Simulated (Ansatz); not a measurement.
AlSn:

```
Sn Al
1.0
     4.19811    0.00000    0.00000
    -2.09905    3.63567    0.00000
     0.00000    0.00000    3.30685
Sn Al
1 1
Direct
  0.33333 0.66667 0.50000
  0.00000 0.00000 0.00000
```

The cell comes from a database or a generator and needn't be the stable form of this composition.

* Program: Ansatz 0.2.0
* Task: relaxation of cell and atoms
* Functional: PBEsol
* Potentials or basis: Ansatz PAW
* Cutoff: 420 eV (not typed: the program's choice for these potentials)
* k mesh: 7 × 7 × 8
* Occupations: fermi-dirac, width 0.05 eV
* Spin: no spin polarisation

At the start: volume 25.24 Å³/atom.

Q: How do energy, volume and symmetry change on relaxing?

A: It ends after 5 steps and the volume is 24.35 Å³/atom (-3.5 %); space group P-6m2 (No. 187, to 0.05 Å).

The path:
```tsv
step	energy change (eV)	largest force (eV/Å)	volume (Å³)
1	0.0000	0.0000	50.47
2	-0.0093	0.0000	48.04
3	-0.0107	0.0000	48.74
4	-0.0108	0.0000	48.71
5	-0.0104	0.0000	48.71
```

Final structure:
```
Sn Al
1.0
     4.13957    0.00000    0.00000
    -2.06979    3.58497    0.00000
     0.00000    0.00000    3.28227
Sn Al
1 1
Direct
  0.33333 0.66667 0.50000
  0.00000 0.00000 0.00000
```

Caveat: the plane-wave basis is chosen anew once the cell has moved, so the energies of steps on either side of that aren't comparable; the PAW data sets come from PBE, with cores solved anew for the run's functional, which leaves a small shift of forces and pressure.
